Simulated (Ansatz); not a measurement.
**One shape, several levels: singlet [SiCl3]+**

Wanted: a comparison of 3 runs (B3LYP/6-31G*, BHLYP/aug-cc-pVDZ, RPA@PBE/aug-cc-pVDZ) of singlet [SiCl3]+. 

Program for the calculation: Ansatz 0.2.0.

25 further runs of the same task are left out: 2 that didn't finish, 23 set aside as unsound or not needed.

## (1) Starting point

[SiCl3]+: 4 atoms, total charge +1, spin state singlet. As SMILES of the parent species, `Cl[Si](Cl)Cl`. The shape is that of a PBE0-D4/def2-TZVP optimisation. That shape belongs to the parent species and isn't relaxed for this state.

Bond lengths: Cl1–Si2 2.043 Å, Si2–Cl3 2.043 Å, Si2–Cl4 2.043 Å. Angles: Cl1–Si2–Cl3 109.4°, Cl1–Si2–Cl4 109.4°, Cl3–Si2–Cl4 109.5°.

## (2) The energy at B3LYP/6-31G(d) (spherical functions) (run 1)

Contents of in.yaml:

```yaml
crystal:
  periodic: [false, false, false]
  atoms:
    - {symbol: Cl, position_ang: [-1.524800, -0.591600, 1.030100]}
    - {symbol: Si, position_ang: [0.116100, 0.389400, 0.310600]}
    - {symbol: Cl, position_ang: [1.694700, -0.903800, 0.219000]}
    - {symbol: Cl, position_ang: [-0.286000, 1.105900, -1.559700]}
basis:
  gaussian: {orbitals: 6-31G_st_-spherical.json}
total_charge: 1
hamiltonian: {xc: {name: B3LYP}}
accuracy: high
output: {orbitals: {seedname: orbitals}}
```

The basis set 6-31G* is read from a file made from the Basis Set Exchange's data (not shown).

Run with:

```console
ansatz run in.yaml --threads 1 --pin off --max-ram 3480MiB --events-out events.jsonl --progress --plain --runs-dir runs
```

What it wrote:

```text
Warning: RAYON_NUM_THREADS=1 ignored (pool sized by the plan → 1); use --threads N
Functional definition: B3LYP
  name "B3LYP"
  parameter a0 = 0.2
  parameter ax = 0.72
  parameter ac = 0.81
  exchange = (1 - a0 - ax)*slater_x + ax*b88_x + a0*exact_x
  correlation = (1 - ac)*vwn_rpa_c + ac*lyp_c
1433 factors; integrals over basis functions are off by at most 5.3e-9 eV
mean field evaluation 1: about -45435.0635 eV, gradient 3.1e1 eV
mean field evaluation 2: about -45429.9951 eV, gradient 5.2e1 eV
mean field evaluation 4: about -45438.2042 eV, gradient 1.2e0 eV
mean field evaluation 8: about -45438.3195 eV, gradient 1.5e-2 eV
mean field evaluation 16: about -45438.3195 eV, gradient 1.6e-6 eV
mean field -45438.31952446 eV, -1669.8274433247 hartree, gradient 6.3e-8 eV, S^2 0.000000; 0 other end points of the search recorded, 0 dependent functions left out
reference -45438.31956010 eV, -1669.8274446345 hartree; 32, 32 occupied and 40, 40 virtual orbitals, 1433 factors
Total energy: -45438.31956010 eV, -1669.8274446345 hartree
```

Wall time 5.7 s (1 thread of Arm Neoverse V2, shared host); peak memory 0.22 GiB.

## (3) The energy at BHLYP/aug-cc-pVDZ (run 2)

Contents of molecule.yaml:

```yaml
crystal:
  periodic: [false, false, false]
  atoms:
    - {symbol: Cl, position_ang: [-1.524800, -0.591600, 1.030100]}
    - {symbol: Si, position_ang: [0.116100, 0.389400, 0.310600]}
    - {symbol: Cl, position_ang: [1.694700, -0.903800, 0.219000]}
    - {symbol: Cl, position_ang: [-0.286000, 1.105900, -1.559700]}
basis:
  gaussian: {orbitals: aug-cc-pVDZ}
total_charge: 1
magnetization: {spin_polarized: false}
hamiltonian: {xc: {name: BHLYP}}
accuracy: high
output: {orbitals: {seedname: orbitals}}
```

Run with:

```console
ansatz run molecule.yaml --threads 1 --pin off --max-ram 3480MiB --events-out events.jsonl --progress --plain --runs-dir runs
```

What it wrote:

```text
Warning: RAYON_NUM_THREADS=1 ignored (pool sized by the plan → 1); use --threads N
Functional definition: BHLYP
  name "BHLYP"
  parameter a = 0.5
  exchange = (1 - a)*b88_x + a*exact_x
  correlation = lyp_c
2178 factors; integrals over basis functions are off by at most 3.2e-9 eV
mean field evaluation 1: about -45436.8855 eV, gradient 2.8e1 eV
mean field evaluation 2: about -45436.6282 eV, gradient 3.1e1 eV
mean field evaluation 4: about -45439.2958 eV, gradient 5.4e-1 eV
mean field evaluation 8: about -45439.6029 eV, gradient 8.2e-2 eV
mean field evaluation 16: about -45439.6029 eV, gradient 1.2e-5 eV
mean field -45439.60294226 eV, -1669.8746080589 hartree, gradient 3.5e-8 eV, S^2 0.000000; 0 other end points of the search recorded, 0 dependent functions left out
reference -45439.60297126 eV, -1669.8746091247 hartree; 32, 32 occupied and 76, 76 virtual orbitals, 2178 factors
Total energy: -45439.60297126 eV, -1669.8746091247 hartree
```

It took 16 s on 1 thread of Arm Neoverse V2, shared host; peak memory 0.41 GiB.

## (4) A single-point energy at RPA@PBE/aug-cc-pVDZ (run 3)

Contents of input.yaml:

```yaml
crystal:
  periodic: [false, false, false]
  atoms:
    - {symbol: Cl, position_ang: [-1.524800, -0.591600, 1.030100]}
    - {symbol: Si, position_ang: [0.116100, 0.389400, 0.310600]}
    - {symbol: Cl, position_ang: [1.694700, -0.903800, 0.219000]}
    - {symbol: Cl, position_ang: [-0.286000, 1.105900, -1.559700]}
basis:
  gaussian: {orbitals: aug-cc-pVDZ}
total_charge: 1
hamiltonian: {xc: {name: PBE}}
correlation: {method: rpa, frozen_orbitals: {Cl: 5, Si: 5}}
accuracy: high
```

Run with:

```console
ansatz run input.yaml --threads 1 --pin off --max-ram 3480MiB --events-out events.jsonl --progress --plain --runs-dir runs
```

What it wrote:

```text
Warning: RAYON_NUM_THREADS=1 ignored (pool sized by the plan → 1); use --threads N
Functional definition: PBE
  name "PBE"
  parameter kappa = 0.804
  parameter beta = 0.06672455060314922
  exchange = pbe_x(kappa = kappa, mu = beta*pi^2/3)
  correlation = pbe_c(beta = beta)
2178 factors; integrals over basis functions are off by at most 3.2e-9 eV
mean field evaluation 1: about -45417.0655 eV, gradient 3.4e1 eV
mean field evaluation 2: about -45417.0613 eV, gradient 3.4e1 eV
mean field evaluation 4: about -45419.5342 eV, gradient 1.7e1 eV
mean field evaluation 8: about -45420.5406 eV, gradient 3.2e-1 eV
mean field evaluation 16: about -45420.5410 eV, gradient 1.0e-5 eV
mean field -45420.54098032 eV, -1669.1740938784 hartree, gradient 1.3e-8 eV, S^2 0.000000; 0 other end points of the search recorded, 0 dependent functions left out
20 core orbitals not correlated: weight in the atoms' cores, before any rotation towards them, 1.000 or more for the frozen orbitals, at most 0.000 for the correlated occupied ones
reference -45366.46064854 eV, -1667.1866783425 hartree; 12, 12 occupied and 76, 76 virtual orbitals, 2178 factors
Total energy: -45389.14071419 eV, -1668.0201553821 hartree
```

Run time: 19 s. Hardware: 1 thread of Arm Neoverse V2, shared host; peak memory 0.42 GiB.

## (5) The series

```tsv
run	level	frozen core orbitals	energy (Eh)	HOMO energy (eV)	LUMO energy (eV)	HOMO–LUMO gap (eV)	wall time
1	B3LYP/6-31G* (spherical functions)	–	-1669.827445	-14.95	-11.52	3.43	5.7 s
2	BHLYP/aug-cc-pVDZ	–	-1669.874609	-16.41	-10.38	6.03	16 s
3	RPA@PBE/aug-cc-pVDZ	20	-1668.020155	–	–	–	19 s
```

## (6) Results

| quantity | value |
| --- | --- |
| run 3: total energy | -1668.02016 Eh |
| run 3: RPA correlation energy (valence) | -833.5 mEh |

Totals of different functionals can't be ranked against each other. All runs together took 41 s, the longest 19 s.
